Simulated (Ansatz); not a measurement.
# H₂SeO₂ (SMILES O[Se]O): single points off equilibrium

The task here is to estimate one member of a computed series from the others.

Method: single points in def2-TZVPP; program: Ansatz 0.2.0, Gaussian basis.

Cores are frozen in the correlated methods. Filled d shells of the heavier atoms are correlated.

**Starting geometry**

SMILES `O[Se]O`, 5 atoms, charge 0, spin multiplicity 1.

Atoms are counted from 1 here; the program's logs count them from 0.

Bond lengths: O1–Se2 1.670 Å, O1–H4 0.637 Å, Se2–O3 1.818 Å, O3–H5 0.860 Å. Angles: Se2–O1–H4 123.2°, O1–Se2–O3 105.5°, Se2–O3–H5 111.2°.

Coordinates:

```
O    -1.2693    0.2768   -0.5759
Se   -0.5003    0.1443    0.9002
O     1.2129   -0.3283    0.5165
H    -1.3017   -0.2001   -0.9963
H     1.7059    0.3654    0.3925
```

The first run:

File run/in.yaml:

```yaml
crystal:
  periodic: [false, false, false]
  atoms:
    - {symbol: O, position_ang: [-1.269300, 0.276800, -0.575900]}
    - {symbol: Se, position_ang: [-0.500300, 0.144300, 0.900200]}
    - {symbol: O, position_ang: [1.212900, -0.328300, 0.516500]}
    - {symbol: H, position_ang: [-1.301700, -0.200100, -0.996300]}
    - {symbol: H, position_ang: [1.705900, 0.365400, 0.392500]}
basis:
  gaussian: {orbitals: def2-TZVPP}
correlation: {method: ccsd_t}
output: {forces: true}
```

No record of the launch command was kept for these runs.

Steps of the session up to this table: CCSD(T)/def2-TZVPP; PBE0-D4/def2-TZVPP; wB97M-V/def2-TZVPP; r2SCAN-D4/def2-TZVPP; PBE-D4/def2-TZVPP; LC-wPBE/def2-TZVPP; BHLYP-D4/def2-TZVPP.

One table of the session follows, with a row left open; its other results are not shown here.

```
   method  RMS force component (eV/Å)  angle to CCSD(T) forces (°)  dipole (D)
  CCSD(T)                      22.105                    reference        0.60
  PBE0-D4                      22.084                          0.2        0.64
  wB97M-V                      22.024                          0.2        0.59
r2SCAN-D4                      22.013                          0.2        0.71
   PBE-D4                      22.155                          0.8        0.68
  LC-wPBE                           ?                            ?           ?
 BHLYP-D4                      21.851                          0.7        0.59
```

**Question.** Estimate the row for LC-wPBE.

The run gave: RMS force component (eV/Å): 22.148; angle to CCSD(T) forces (°): 0.6; dipole (D): 0.61. In the column «RMS force component (eV/Å)» it lies between CCSD(T) (22.105) and PBE-D4 (22.155).
